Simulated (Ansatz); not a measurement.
# CH2Hf: the cost of one run

Program: Ansatz 0.2.0, Gaussian basis. Level of theory: def2-TZVPP, core rule «outside noble gas», up to 5 orbitals frozen. These are calculated values, not measurements.

The runs, in order: UHF; CCSD(T) on ROHF; CCSD(T) on UHF; CCSDT(Q) on ROHF; CCSDT(Q) on UHF.

10 further runs of the same task are left out: 5 for a known fault of the program, 5 set aside as unsound or not needed.

### 1 The geometry

The geometry is a PBE0/def2-TZVP stationary point (not a proven minimum) of the parent state, kept for this charge and spin. No spin-orbit coupling is included. Elements past krypton take def2 core potentials.

4 atoms, charge 0, spin multiplicity 7.

Atoms are counted from 1 here; the program's logs count them from 0.

Bond lengths: Hf1–C2 2.190 Å, C2–H3 1.096 Å, C2–H4 1.096 Å. Angles: Hf1–C2–H3 125.0°, Hf1–C2–H4 125.0°, H3–C2–H4 109.9°.

### 2 UHF

in.yaml reads:

```yaml
crystal:
  periodic: [false, false, false]
  atoms:
    - {symbol: Hf, position_ang: [0.000133, 0.000000, 0.166127]}
    - {symbol: C, position_ang: [-0.003318, 0.000000, -2.023573]}
    - {symbol: H, position_ang: [0.007967, -0.897604, -2.652673]}
    - {symbol: H, position_ang: [0.007967, 0.897604, -2.652673]}
basis:
  gaussian: {orbitals: def2-TZVPP}
magnetization: {spin_polarized: true, initial_magnetization: 6}
hamiltonian: {xc: hf}
output: {orbitals: {seedname: orbitals}}
```

Command:

```console
ansatz run in.yaml --threads 1 --pin off --events-out ev --progress --plain --max-ram 4096MiB --backend cpu
```

**Question.** How long does this run take on 1 thread of AMD EPYC 7R13, shared host, and how much memory does it need?

About 26 s, with a peak of 0.27 GiB.
